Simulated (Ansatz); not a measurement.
# Zn15InS16 (Wurtzite-2H): the cost of one run

Computed with Ansatz 0.2.0 (DFT, PBE, plane-wave PAW, default files, scalar-relativistic, as far as a step names no other, unless a step's input says otherwise).

### 1 Starting point

It takes space group P3m1 (No. 156, trigonal). Conventional cell: a = 7.622 Å, b = 7.622 Å, c = 12.468 Å, α = 90.00°, β = 90.00°, γ = 120.00°. In (site symmetry 3m) has 4 S at 2.31 to 2.40 Å as nearest neighbours. Zn (site symmetry 3m) has 4 S at 2.31 to 2.40 Å as nearest neighbours. Zn (site symmetry m) has 4 S at 2.31 to 2.40 Å as nearest neighbours. Only part of the 16 independent sites is listed.

Structure file:

```xyz
32
Lattice="7.6220 0.0000 0.0000 -3.8110 6.6008 0.0000 0.0000 0.0000 12.4680" Properties=species:S:1:pos:R:3 pbc="T T T"
In    0.0000    2.2003    0.0000
Zn    0.0000    2.2003    6.2340
Zn   -1.9055    5.5007    0.0000
Zn   -1.9055    5.5007    6.2340
Zn    3.8110    2.2003    0.0000
Zn    3.8110    2.2003    6.2340
Zn    1.9055    5.5007    0.0000
Zn    1.9055    5.5007    6.2340
Zn    1.9055    1.1001    3.1170
Zn    1.9055    1.1001    9.3510
Zn    0.0000    4.4006    3.1170
Zn    0.0000    4.4006    9.3510
Zn    5.7165    1.1001    3.1170
Zn    5.7165    1.1001    9.3510
Zn    3.8110    4.4006    3.1170
Zn    3.8110    4.4006    9.3510
S     0.0000    2.2003    2.4001
S     0.0000    2.2003    8.6341
S    -1.9055    5.5007    2.4001
S    -1.9055    5.5007    8.6341
S     3.8110    2.2003    2.4001
S     3.8110    2.2003    8.6341
S     1.9055    5.5007    2.4001
S     1.9055    5.5007    8.6341
S     1.9055    1.1001    5.5171
S     1.9055    1.1001   11.7511
S     0.0000    4.4006    5.5171
S     0.0000    4.4006   11.7511
S     5.7165    1.1001    5.5171
S     5.7165    1.1001   11.7511
S     3.8110    4.4006    5.5171
S     3.8110    4.4006   11.7511
```

Atom 1 of the input is the impurity.

### 2 Gradients at the starting positions

File input.yaml:

```yaml
crystal:
  lattice:
    - [7.622, 0.0, 0.0]
    - [-3.811, 6.6008456276, 0.0]
    - [0.0, 0.0, 12.468]
  atoms:
    - { symbol: In, position: [0.1666666666, 0.3333333334, 0.0] }
    - { symbol: Zn, position: [0.1666666666, 0.3333333334, 0.5] }
    - { symbol: Zn, position: [0.1666666666, 0.8333333334, 0.0] }
    - { symbol: Zn, position: [0.1666666666, 0.8333333334, 0.5] }
    - { symbol: Zn, position: [0.6666666666, 0.3333333334, 0.0] }
    - { symbol: Zn, position: [0.6666666666, 0.3333333334, 0.5] }
    - { symbol: Zn, position: [0.6666666666, 0.8333333334, 0.0] }
    - { symbol: Zn, position: [0.6666666666, 0.8333333334, 0.5] }
    - { symbol: Zn, position: [0.3333333334, 0.1666666666, 0.25] }
    - { symbol: Zn, position: [0.3333333334, 0.1666666666, 0.75] }
    - { symbol: Zn, position: [0.3333333334, 0.6666666666, 0.25] }
    - { symbol: Zn, position: [0.3333333334, 0.6666666666, 0.75] }
    - { symbol: Zn, position: [0.8333333334, 0.1666666666, 0.25] }
    - { symbol: Zn, position: [0.8333333334, 0.1666666666, 0.75] }
    - { symbol: Zn, position: [0.8333333334, 0.6666666666, 0.25] }
    - { symbol: Zn, position: [0.8333333334, 0.6666666666, 0.75] }
    - { symbol: S, position: [0.1666666666, 0.3333333334, 0.1925] }
    - { symbol: S, position: [0.1666666666, 0.3333333334, 0.6925] }
    - { symbol: S, position: [0.1666666666, 0.8333333334, 0.1925] }
    - { symbol: S, position: [0.1666666666, 0.8333333334, 0.6925] }
    - { symbol: S, position: [0.6666666666, 0.3333333334, 0.1925] }
    - { symbol: S, position: [0.6666666666, 0.3333333334, 0.6925] }
    - { symbol: S, position: [0.6666666666, 0.8333333334, 0.1925] }
    - { symbol: S, position: [0.6666666666, 0.8333333334, 0.6925] }
    - { symbol: S, position: [0.3333333334, 0.1666666666, 0.4425] }
    - { symbol: S, position: [0.3333333334, 0.1666666666, 0.9425] }
    - { symbol: S, position: [0.3333333334, 0.6666666666, 0.4425] }
    - { symbol: S, position: [0.3333333334, 0.6666666666, 0.9425] }
    - { symbol: S, position: [0.8333333334, 0.1666666666, 0.4425] }
    - { symbol: S, position: [0.8333333334, 0.1666666666, 0.9425] }
    - { symbol: S, position: [0.8333333334, 0.6666666666, 0.4425] }
    - { symbol: S, position: [0.8333333334, 0.6666666666, 0.9425] }
total_charge: 1
kpoints:
  mp_grid: { grid: [3, 3, 2] }
scf:
  occupations: { method: fermi_dirac, width: 0.01 }
hamiltonian:
  xc: pbe
  pseudopotentials: { kind: paw }
output:
  forces: true
  stress: true
  populations: true
  efg:
    quadrupole_moments_barn: { In: 0.772, Zn: 0.122, S: -0.0694 }
    contact_densities: true
```

Run with:

```bash
$ ansatz run input.yaml --threads 1 --pin off --max-ram 3072MiB --backend cpu --events-out ev --progress --plain --runs-dir out
```

What time and memory should one allow on 1 thread of Arm Neoverse N1, shared host?

About 4 min, with a peak of 1.3 GiB.
